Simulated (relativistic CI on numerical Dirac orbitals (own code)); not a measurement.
# Yb²³⁺: one ion under different settings

How much do the settings matter for Yb²³⁺? One ion, several inputs.

Method: Dirac-Coulomb-Breit CI, KLI orbitals optimised for each configuration, model QED (radiative potential, 1s self-energy scaled to tabulated hydrogen-like ionisation energies), numerical settings as typed. Code: relativistic CI on numerical Dirac orbitals (own code) version 3.

## 1. What is computed

| Item | Value |
| --- | --- |
| ion | Yb²³⁺ (Yb XXIV) |
| nuclear charge | 70 |
| electrons | 47 |
| isotope | A = 174 |

## 2. A try

Input settings:

```ini
atom Yb  Z=70  charge=22  electrons=48
nucleus A=174  rms_radius_fm=5.3108
hamiltonian dirac-coulomb  breit=on  qed=on  c_scale=1
orbitals kli  potential=per-configuration
slater_scale 1
correlation none
mixing on
grid step=0.0125 r_max=8.4
scf mixing=0.4 start=green max_iterations=52 tolerance=2e-08 node_fill=0.05
configurations
  [Kr] 4d10 4f
  [Kr] 4d10 5s
end
```

On the command line:

```bash
$ python run_levels.py task.json out
```

task.json lists these runs, among others, and the program works through them in turn.

Results of the run (chosen fields of its result record, rounded):

```text
status: refused
warnings: ["configuration [Kr] 4d10 4f has 47 electrons, the ion has 48"]
```

It took 0.0003 s on 1 thread of Intel Xeon 6975P-C, shared host.

What went wrong: the program refused the input. The electrons of a configuration don't add up to Z less the charge. The input had charge 22. The cure is to make charge and configurations agree.

## 3. With the usual settings

Input settings:

```ini
atom Yb  Z=70  charge=23  electrons=47
nucleus A=174  rms_radius_fm=5.3108
hamiltonian dirac-coulomb  breit=on  qed=on  c_scale=1
orbitals kli  potential=per-configuration
slater_scale 1
correlation none
mixing on
grid step=0.0125 r_max=8.4
scf mixing=0.4 start=green max_iterations=150 tolerance=2e-08 node_fill=0.05
configurations
  [Kr] 4d10 4f
  [Kr] 4d10 5s
end
```

Results of the run:

```text
status: converged
levels [i, E_cm, J2, conf, term, w_term, w_jj]:
  - [0, 0, 5, "4f", "2F*", 1, 1]
  - [1, 19131.234, 7, "4f", "2F*", 1, 1]
  - [2, 713463.3, 1, "5s", "2S", 1, 1]
total_energy [Ha]: -13830.721859
n_levels_all: 3
overlap: 1.94245e-11
scf_iterations: [10, 10]
orbital_energies [Ha]: {"1s": -2271.63, "2s": -406.87, "2p1/2": -389.155, "2p3/2": -350.816, "3s": -112.692, "3p1/2": -104.938, "3p3/2": -96.742, "3d3/2": -83.6121, "3d5/2": -81.8277, "4s": -41.8568, "4p1/2": -38.645, "4p3/2": -36.5182, "4d3/2": -31.2046, "4d5/2": -30.777, "4f5/2": -24.2665, "4f7/2": -24.1665}
configurations [conf, odd, states, E_av_Ha, breit_Ha, qed_Ha]:
  - ["4f", 1, 14, -13854.35304, 14.13, 9.551]
  - ["5s", 0, 2, -13851.18079, 14.15, 9.564]
scf_steps of the first configuration [iteration, E_Ha, residual, outer_eigenvalue_Ha]:
  - [1, -13664.04259, 6.28, -49.54]
  - [2, -13807.22506, 3.2, -35.29]
  - [3, -13853.95157, 0.258, -24.21]
  - [4, -13854.26831, 0.153, -24.75]
  - [5, -13854.35263, 0.0129, -24.21]
  - [6, -13854.35299, 0.000517, -24.17]
  - [7, -13854.35302, 0.000365, -24.17]
  - [8, -13854.35304, 2.16e-06, -24.17]
  - [9, -13854.35304, 2.07e-06, -24.17]
  - [10, -13854.35304, 4.52e-09, -24.17]
```

Run time: 0.091 s. Hardware: 1 thread of Intel Xeon 6975P-C, shared host.

## 4. Start potential bare, nuclear radius 5.8419

Input settings:

```ini
atom Yb  Z=70  charge=23  electrons=47
nucleus A=174  rms_radius_fm=5.8419
hamiltonian dirac-coulomb  breit=on  qed=on  c_scale=1
orbitals kli  potential=per-configuration
slater_scale 1
correlation none
mixing on
grid step=0.0125 r_max=8.4
scf mixing=0.4 start=bare max_iterations=150 tolerance=2e-08 node_fill=0.05
configurations
  [Kr] 4d10 4f
  [Kr] 4d10 5s
end
```

Results of the run:

```text
status: converged
levels [i, E_cm, J2, conf, term, w_term]:
  - [0, 0, 5, "4f", "2F*", 1]
  - [1, 19131.363, 7, "4f", "2F*", 1]
  - [2, 713540.05, 1, "5s", "2S", 1]
total_energy [Ha]: -13830.432789
n_levels_all: 3
overlap: 1.94259e-11
scf_iterations: [12, 12]
orbital_energies [Ha]: {"1s": -2271.5, "2s": -406.854, "2p1/2": -389.155, "2p3/2": -350.816, "3s": -112.688, "3p1/2": -104.938, "3p3/2": -96.7422, "3d3/2": -83.6123, "3d5/2": -81.8279, "4s": -41.8559, "4p1/2": -38.6451, "4p3/2": -36.5183, "4d3/2": -31.2047, "4d5/2": -30.777, "4f5/2": -24.2666, "4f7/2": -24.1666}
configurations [conf, odd, states, E_av_Ha, breit_Ha, qed_Ha]:
  - ["4f", 1, 14, -13854.05776, 14.13, 9.546]
  - ["5s", 0, 2, -13850.88515, 14.15, 9.558]
scf_steps of the first configuration [iteration, E_Ha, residual, outer_eigenvalue_Ha]:
  - [1, -13144.96278, 13.9, -153.8]
  - [2, -13627.2052, 8.54, -89.57]
  - [3, -13833.55379, 1.97, -22.65]
  - [4, -13852.00535, 0.799, -27.43]
  - [5, -13854.02819, 0.0885, -24.45]
  - [6, -13854.05755, 0.00244, -24.18]
  - [7, -13854.05746, 0.00506, -24.15]
  - [8, -13854.05775, 4.91e-05, -24.17]
  - [9, -13854.05776, 3.83e-06, -24.17]
  - [10, -13854.05776, 1.42e-06, -24.17]
  - [11, -13854.05776, 2.09e-07, -24.17]
  - [12, -13854.05776, 1.55e-09, -24.17]
```

Wall time 0.1 s (1 thread of Intel Xeon 6975P-C, shared host).

The changed nuclear radius is not that of the isotope named.

## 5. Tolerance 1e-10, node fill 0.2

Input settings:

```ini
atom Yb  Z=70  charge=23  electrons=47
nucleus A=174  rms_radius_fm=5.3108
hamiltonian dirac-coulomb  breit=on  qed=on  c_scale=1
orbitals kli  potential=per-configuration
slater_scale 1
correlation none
mixing on
grid step=0.0125 r_max=8.4
scf mixing=0.4 start=green max_iterations=150 tolerance=1e-10 node_fill=0.2
configurations
  [Kr] 4d10 4f
  [Kr] 4d10 5s
end
```

Results of the run:

```text
status: converged
levels [i, E_cm, J2, conf, term, w_term]:
  - [0, 0, 5, "4f", "2F*", 1]
  - [1, 19260.26, 7, "4f", "2F*", 1]
  - [2, 713248.34, 1, "5s", "2S", 1]
total_energy [Ha]: -13830.733658
n_levels_all: 3
overlap: 1.84765e-11
scf_iterations: [12, 12]
orbital_energies [Ha]: {"1s": -2270.16, "2s": -406.163, "2p1/2": -388.366, "2p3/2": -350.083, "3s": -112.384, "3p1/2": -104.609, "3p3/2": -96.4348, "3d3/2": -83.275, "3d5/2": -81.4992, "4s": -41.7783, "4p1/2": -38.5612, "4p3/2": -36.4439, "4d3/2": -31.1251, "4d5/2": -30.7005, "4f5/2": -24.1919, "4f7/2": -24.0932}
configurations [conf, odd, states, E_av_Ha, breit_Ha, qed_Ha]:
  - ["4f", 1, 14, -13854.34116, 14.11, 9.548]
  - ["5s", 0, 2, -13851.16982, 14.13, 9.56]
scf_steps of the first configuration [iteration, E_Ha, residual, outer_eigenvalue_Ha]:
  - [1, -13664.04259, 6.32, -49.54]
  - [2, -13807.87753, 3.22, -35.24]
  - [3, -13853.82331, 0.261, -24.14]
  - [4, -13854.31591, 0.153, -24.68]
  - [5, -13854.34472, 0.0129, -24.13]
  - [6, -13854.34085, 0.00049, -24.1]
  - [7, -13854.34102, 0.000358, -24.09]
  - [8, -13854.34117, 2.49e-06, -24.09]
  - [9, -13854.34117, 3.28e-06, -24.09]
  - [10, -13854.34116, 6.51e-09, -24.09]
  - [11, -13854.34116, 2.13e-09, -24.09]
  - [12, -13854.34116, 2.55e-11, -24.09]
```

It took 0.096 s on 1 thread of Intel Xeon 6975P-C, shared host.

## 6. Node fill 0.2

Changes to the settings of step 5:

```diff
@@ -8,3 +8,3 @@
 grid step=0.0125 r_max=8.4
-scf mixing=0.4 start=green max_iterations=150 tolerance=1e-10 node_fill=0.2
+scf mixing=0.4 start=green max_iterations=150 tolerance=2e-08 node_fill=0.2
 configurations
```

Results of the run:

```text
status: converged
levels [i, E_cm, J2, conf, term, w_term]:
  - [0, 0, 5, "4f", "2F*", 1]
  - [1, 19260.26, 7, "4f", "2F*", 1]
  - [2, 713248.34, 1, "5s", "2S", 1]
total_energy [Ha]: -13830.733658
n_levels_all: 3
overlap: 1.84756e-11
scf_iterations: [10, 10]
orbital_energies [Ha]: {"1s": -2270.16, "2s": -406.163, "2p1/2": -388.366, "2p3/2": -350.083, "3s": -112.384, "3p1/2": -104.609, "3p3/2": -96.4348, "3d3/2": -83.275, "3d5/2": -81.4992, "4s": -41.7783, "4p1/2": -38.5612, "4p3/2": -36.4439, "4d3/2": -31.1251, "4d5/2": -30.7005, "4f5/2": -24.1919, "4f7/2": -24.0932}
configurations [conf, odd, states, E_av_Ha, breit_Ha, qed_Ha]:
  - ["4f", 1, 14, -13854.34116, 14.11, 9.548]
  - ["5s", 0, 2, -13851.16982, 14.13, 9.56]
scf_steps of the first configuration [iteration, E_Ha, residual, outer_eigenvalue_Ha]:
  - [1, -13664.04259, 6.32, -49.54]
  - [2, -13807.87753, 3.22, -35.24]
  - [3, -13853.82331, 0.261, -24.14]
  - [4, -13854.31591, 0.153, -24.68]
  - [5, -13854.34472, 0.0129, -24.13]
  - [6, -13854.34085, 0.00049, -24.1]
  - [7, -13854.34102, 0.000358, -24.09]
  - [8, -13854.34117, 2.49e-06, -24.09]
  - [9, -13854.34117, 3.28e-06, -24.09]
  - [10, -13854.34116, 6.51e-09, -24.09]
```

Run time: 0.091 s. Hardware: 1 thread of Intel Xeon 6975P-C, shared host.

## 7. Grid step 0.008

Changes to the settings of step 6:

```diff
@@ -7,4 +7,4 @@
 mixing on
-grid step=0.0125 r_max=8.4
-scf mixing=0.4 start=green max_iterations=150 tolerance=2e-08 node_fill=0.2
+grid step=0.008 r_max=8.4
+scf mixing=0.4 start=green max_iterations=150 tolerance=2e-08 node_fill=0.05
 configurations
```

Results of the run:

```text
status: converged
levels [i, E_cm, J2, conf, term, w_term]:
  - [0, 0, 5, "4f", "2F*", 1]
  - [1, 19131.234, 7, "4f", "2F*", 1]
  - [2, 713463.33, 1, "5s", "2S", 1]
total_energy [Ha]: -13830.721972
n_levels_all: 3
overlap: 8.50886e-13
scf_iterations: [10, 10]
orbital_energies [Ha]: {"1s": -2271.63, "2s": -406.87, "2p1/2": -389.155, "2p3/2": -350.816, "3s": -112.692, "3p1/2": -104.938, "3p3/2": -96.742, "3d3/2": -83.6121, "3d5/2": -81.8277, "4s": -41.8568, "4p1/2": -38.6451, "4p3/2": -36.5182, "4d3/2": -31.2046, "4d5/2": -30.777, "4f5/2": -24.2665, "4f7/2": -24.1665}
configurations [conf, odd, states, E_av_Ha, breit_Ha, qed_Ha]:
  - ["4f", 1, 14, -13854.35316, 14.13, 9.551]
  - ["5s", 0, 2, -13851.1809, 14.15, 9.564]
scf_steps of the first configuration [iteration, E_Ha, residual, outer_eigenvalue_Ha]:
  - [1, -13664.04271, 6.28, -49.54]
  - [2, -13807.22518, 3.2, -35.29]
  - [3, -13853.95167, 0.258, -24.21]
  - [4, -13854.2683, 0.153, -24.75]
  - [5, -13854.35274, 0.0129, -24.21]
  - [6, -13854.35311, 0.000503, -24.17]
  - [7, -13854.35314, 0.000369, -24.17]
  - [8, -13854.35316, 2.64e-06, -24.17]
  - [9, -13854.35316, 2e-06, -24.17]
  - [10, -13854.35316, 5.22e-09, -24.17]
```

Run time: 0.14 s. Hardware: 1 thread of Intel Xeon 6975P-C, shared host.

## 8. Nuclear radius 531.08

Input settings:

```ini
atom Yb  Z=70  charge=23  electrons=47
nucleus A=174  rms_radius_fm=531.0800
hamiltonian dirac-coulomb  breit=on  qed=on  c_scale=1
orbitals kli  potential=per-configuration
slater_scale 1
correlation none
mixing on
grid step=0.0125 r_max=8.4
scf mixing=0.4 start=green max_iterations=63 tolerance=2e-08 node_fill=0.05
configurations
  [Kr] 4d10 4f
  [Kr] 4d10 5s
end
```

Results of the run:

```text
status: converged
levels [i, E_cm, J2, conf, term, w_term]:
  - [0, 0, 5, "4f", "2F*", 1]
  - [1, 20045.116, 7, "4f", "2F*", 1]
  - [2, 1139596.9, 1, "5s", "2S", 1]
total_energy [Ha]: -12286.524352
n_levels_all: 3
overlap: 1.79187e-11
scf_iterations: [10, 11]
orbital_energies [Ha]: {"1s": -1645.09, "2s": -323.277, "2p1/2": -383.38, "2p3/2": -353.778, "3s": -94.0793, "3p1/2": -103.694, "3p3/2": -97.6184, "3d3/2": -84.7957, "3d5/2": -82.9641, "4s": -36.8202, "4p1/2": -38.3331, "4p3/2": -36.7677, "4d3/2": -31.5112, "4d5/2": -31.0713, "4f5/2": -24.482, "4f7/2": -24.3783}
configurations [conf, odd, states, E_av_Ha, breit_Ha, qed_Ha]:
  - ["4f", 1, 14, -12299.31301, 10.02, 2.824]
  - ["5s", 0, 2, -12294.18696, 10.03, 2.827]
scf_steps of the first configuration [iteration, E_Ha, residual, outer_eigenvalue_Ha]:
  - [1, -12123.4967, 6.12, -49.54]
  - [2, -12255.8771, 3.13, -35.47]
  - [3, -12298.93708, 0.246, -24.43]
  - [4, -12299.25595, 0.134, -24.93]
  - [5, -12299.31273, 0.00836, -24.41]
  - [6, -12299.31302, 0.00289, -24.39]
  - [7, -12299.313, 0.000195, -24.38]
  - [8, -12299.31301, 6.51e-06, -24.38]
  - [9, -12299.31301, 3.13e-06, -24.38]
  - [10, -12299.31301, 1.58e-09, -24.38]
```

Wall time 0.093 s (1 thread of Intel Xeon 6975P-C, shared host).

A bad setting: its result is shown only for the comparison.

## 9. Comparison

| setting | total energy less usual (Ha) | largest shift of a level among the lowest eight of both runs, same label and place (cm⁻¹) | SCF iterations | time | lowest level | kind of change |
| --- | --- | --- | --- | --- | --- | --- |
| usual | 0 | 0 | 20 | 0.091 s | 4f 2F°5/2 | - |
| start potential bare, nuclear radius 5.8419 | 0.289 | 76.7 | 24 | 0.1 s | 4f 2F°5/2 | unphysical constant |
| tolerance 1e-10, node fill 0.2 | -0.0118 | 215 | 24 | 0.096 s | 4f 2F°5/2 | numerical |
| node fill 0.2 | -0.0118 | 215 | 20 | 0.091 s | 4f 2F°5/2 | numerical |
| grid step 0.008 | -0.000113 | 0.0254 | 20 | 0.14 s | 4f 2F°5/2 | numerical |
| nuclear radius 531.08 | 1.54e+03 | 426000 | 21 | 0.093 s | 4f 2F°5/2 | unsound |

## 10. Summary of results

| quantity | value |
| --- | --- |
| lowest level, usual settings | 4f 2F°5/2 |
| total energy | -13830.7219 Ha |
| first excitation | 19131.2 cm⁻¹ |
| runs without a result | 1 |

What this shows: Among the runs whose levels can be followed, they move most under «nuclear radius 531.08» (unsound), by up to 426000 cm⁻¹. Only the listed configurations are in the model.
